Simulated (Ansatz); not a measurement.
This script drives the Ansatz DFT code, driven from Python.

Script `clfh2nov.py`:
```python
from pathlib import Path
import warnings

import ansatz as az
import numpy as np

BASIS = "def2-SVP"

GEOMETRY = """
N    -0.53050    0.18920    1.25370
V     0.25500   -0.44380   -0.50510
O     1.62150   -1.44060   -0.14930
F    -0.96280   -1.46750   -1.48170
Cl    0.93170    1.37890   -1.81770
H     0.11870    0.89200    1.67820
H    -1.37240    0.82380    0.97610
"""


def main() -> None:
    warnings.simplefilter("ignore", az.DeckWarning)

    system = az.Crystal.molecule()
    for line in GEOMETRY.strip().splitlines():
        symbol, *xyz = line.split()
        system = system.atom(symbol, [float(v) for v in xyz])

    calc = system.calculation()
    calc = calc.basis(gaussian=BASIS).accuracy("medium")

    print("functional    E (Ha)        dipole (D)   HOMO (eV)  LUMO (eV)")
    for name in ["cam_b3lyp", "pbe", "r2scan", "pbe0", "blyp"]:
        report = calc.functional(name).forces().orbitals().run(threads=1, runs_dir="runs").report
        lines = Path(report["orbitals_path"]).read_text().splitlines()
        field_of = lambda key: [line.split("=")[1].strip() for line in lines if line.startswith(key)]
        orbitals = [(27.211386 * float(e), s, float(n)) for e, s, n in zip(field_of("Ene="), field_of("Spin="), field_of("Occup="))]
        homo = max(e for e, _, n in orbitals if n > 0.5)
        lumo = min(e for e, _, n in orbitals if n < 0.5)
        dipole = 4.803205 * np.linalg.norm(report["charge_distribution"]["dipole_moment_e_ang"])
        print(f"{name:10s} {report['free_energy_ev'] / 27.211386246:14.6f} {dipole:9.3f} {homo:11.3f} {lumo:10.3f}")


if __name__ == "__main__":
    main()
```

It is started by `python clfh2nov.py`. Estimate its wall time and peak memory on 1 thread of Arm Neoverse V1, on a shared host.

It took about 41 s, with a peak of 0.31 GiB, for 5 runs of the engine.

```console
$ python clfh2nov.py
functional    E (Ha)        dipole (D)   HOMO (eV)  LUMO (eV)
cam_b3lyp    -1634.825983     3.414     -10.259     -3.727
pbe          -1634.294698     3.173      -7.402     -5.325
r2scan       -1634.757073     3.375      -7.882     -5.600
pbe0         -1634.261433     3.456      -8.971     -4.839
blyp         -1634.946400     3.165      -7.203     -5.148
```

What to keep in mind:
- These settings explore the input space; basis and method may be short of convergence.
- The geometry is a force-field or estimated start, not a minimum of this method, and the basis set is short of its limit. A lower total doesn't mark the better method: functionals have no common bound, and MP2 and coupled cluster aren't variational.
- Levels such as HOMO and LUMO are orbital energies: with these approximate functionals they aren't the ionisation energy and electron affinity, and their gap isn't the fundamental gap.
